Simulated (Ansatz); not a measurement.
# BICl2: up Jacob's ladder to CCSD(T)

Aim: compute BICl2 with functionals from several rungs and with coupled cluster. The yardstick is the atomisation energy at the CCSD(T) limit.

Method: functionals in def2-TZVPP, the program's frozen cores in correlated methods; program: Ansatz 0.2.0, Gaussian basis.

Plan: LDA (SPW92), PBE-D4, revPBE-D4, BLYP-D4, r2SCAN-D4, B97M-V, PBE0-D4, B3LYP-D4, r2SCANh-D4, r2SCAN0-D4, HSE06-D4, BHLYP-D4, CAM-B3LYP-D4, LC-ωPBE, ωB97X-V, ωB97M-V, B2PLYP, PBE-QIDH; CCSD(T)/def2-SVP; CCSD(T)/def2-TZVPP; MP2/def2-QZVPP; extrapolation to the limit; RPA on PBE.

## 1. Structure used throughout

An earlier PBE0-D4 in a triple-zeta def2 set relaxation fixed the geometry. I takes the def2 core potential; no spin-orbit term is included.

SMILES `ClB(Cl)I`, 4 atoms, charge 0, spin multiplicity 1.

Atoms are counted from 1 here; the program's logs count them from 0.

Bond lengths: Cl1–B2 1.734 Å, B2–Cl3 1.734 Å, B2–I4 2.118 Å. Angles: Cl1–B2–Cl3 120.0°, Cl1–B2–I4 120.0°, Cl3–B2–I4 120.0°.

## 2. LDA

This LDA is Slater exchange with PW92 correlation.

Input file in.yaml:

```yaml
crystal:
  periodic: [false, false, false]
  atoms:
    - {symbol: Cl, position_ang: [-0.477559, -1.727443, 0.090681]}
    - {symbol: B, position_ang: [0.029113, -0.068911, 0.072559]}
    - {symbol: Cl, position_ang: [0.811524, 0.613183, 1.461942]}
    - {symbol: I, position_ang: [-0.307578, 1.122871, -1.645482]}
basis:
  gaussian: {orbitals: def2-TZVPP}
hamiltonian: {xc: lda}
output: {orbitals: {seedname: orbitals}}
```

The runs that follow: PBE-D4 (GGA); revPBE-D4 (GGA); BLYP-D4 (GGA); r2SCAN-D4 (meta-GGA); B97M-V (meta-GGA); PBE0-D4 (hybrid); B3LYP-D4 (hybrid); r2SCANh-D4 (hybrid); r2SCAN0-D4 (hybrid); HSE06-D4 (hybrid); BHLYP-D4 (hybrid); CAM-B3LYP-D4 (range-separated); LC-ωPBE-D4 (range-separated); ωB97X-V (range-separated); ωB97M-V (range-separated); B2PLYP (double hybrid); PBE-QIDH (double hybrid); CCSD(T) in def2-SVP; CCSD(T) in def2-TZVPP; MP2 in def2-QZVPP; RPA on PBE orbitals.

Before running them: what should the planned runs give, taken together? Wanted: atomisation energy, CCSD(T)/CBS; farthest beyond LDA; mean size of error, GGA; mean size of error, meta-GGA; mean size of error, hybrid; mean size of error, range-separated; mean size of error, double hybrid; gap, smallest and largest; T1 diagnostic.

As calculated:

| quantity | value |
| --- | --- |
| atomisation energy, CCSD(T)/CBS | 1222.1 kJ/mol |
| functionals within 12.2 kJ/mol (1.0 %) | r2SCAN0-D4, ωB97X-V, ωB97M-V |
| farthest beyond LDA | PBE-D4 (+62.9 kJ/mol) |
| mean size of error, GGA | 33.1 kJ/mol |
| mean size of error, meta-GGA | 29.5 kJ/mol |
| mean size of error, hybrid | 28.0 kJ/mol |
| mean size of error, range-separated | 11.7 kJ/mol |
| mean size of error, double hybrid | 23.7 kJ/mol |
| gap, smallest and largest | 3.79 eV (LDA (SPW92)), 10.72 eV (LC-ωPBE) |
| T1 diagnostic | 0.0108 |
| triples share of the correlation energy | 3.5 % |

The LDA atomisation energy is off by 233.9 kJ/mol (19 %): it overbinds. PBE-D4 misses by +62.9 kJ/mol. Double hybrids carry the basis error of their MP2 part in triple zeta, and no dispersion term here, so their miss is partly the set-up's. Taken by rung, range-separated functionals do best (11.7 kJ/mol on average) and GGA ones worst beyond LDA (33.1 kJ/mol). RPA and LDA stand outside this count. The reference freezes the cores and leaves out spin-orbit coupling and excitations past (T), and its outer-core shells are covered unevenly, so misses under about 12.2 kJ/mol can't be ranked. All levels share the lack of spin-orbit coupling, which lowers the free heavy atoms and so the true binding. Hartree-Fock recovers 73 % of the binding; the rest is correlation. CCSD(T) in def2-SVP is off by -72.8 kJ/mol, more than most functionals: a good method in a small basis is no reference. Orbital gaps span 3.8 to 10.7 eV; exact exchange widens them. Correlated methods include outer-core shells of I, which these sets cover unevenly.
